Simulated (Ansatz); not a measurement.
# GeH2: the cost of one run

Program: Ansatz 0.2.0, Gaussian basis. Level of theory: PBE0-D4/def2-TZVP structures, single points in def2-TZVPP, no counterpoise correction. These are calculated values, not measurements.

Levels: SPW92, PBE-D4, BLYP-D4, r2SCAN-D4, B97M-V, PBE0-D4, B3LYP-D4, r2SCAN0-D4, BHLYP-D4, CAM-B3LYP-D4, wB97X-V, wB97M-V, B2PLYP, PBE-QIDH, RPA on PBE, Hartree-Fock, MP2, CCSD, CCSD(T).

Cores are frozen in the correlated methods. Filled d shells of the heavier atoms are correlated. B3LYP uses VWN-RPA correlation. B2PLYP carries no dispersion term here.

95 further runs of the same task are left out: 1 that didn't finish, 94 set aside as unsound or not needed.

## Step 1: The system as given

The complex: 5 atoms, charge 0, spin multiplicity 1.

Atoms are counted from 1 here; the program's logs count them from 0.

Bond lengths: Ge1–H4 1.599 Å, Ge1–H5 1.604 Å, H2–F3 0.927 Å. Angles: H4–Ge1–H5 90.4°.

Geometry (Å):

```
atom     x (Å)     y (Å)     z (Å)
 Ge1  -1.10220  -0.55436  -0.19135
  H2   1.43492   0.24248   0.01446
  F3   1.23463  -0.37882  -0.64402
  H4  -1.03662   1.01875  -0.46898
  H5  -0.53074  -0.32805   1.28990
```

Its parts: GeH₂ holds atoms 1, 4, 5; HF holds atoms 2, 3. Each part counts its atoms afresh in its own runs.

## Step 2: Relaxing GeH₂ alone

Input file relax-a/in.yaml:

```yaml
crystal:
  periodic: [false, false, false]
  atoms:
    - {symbol: Ge, position_ang: [-1.102201, -0.554365, -0.191349]}
    - {symbol: H, position_ang: [-1.036617, 1.018749, -0.468983]}
    - {symbol: H, position_ang: [-0.530739, -0.328046, 1.289899]}
basis:
  gaussian: {orbitals: def2-TZVP}
hamiltonian: {xc: pbe0, dispersion: d4}
relax: {f_tol: 0.005, max_steps: 200}
```

Run with:

```console
ansatz run in.yaml --threads 2 --pin off --events-out ev --progress --plain --max-ram 4352MiB
```

**Question.** How long does this run take on 2 threads of Arm Neoverse V2, shared host?

About 1.8 s.
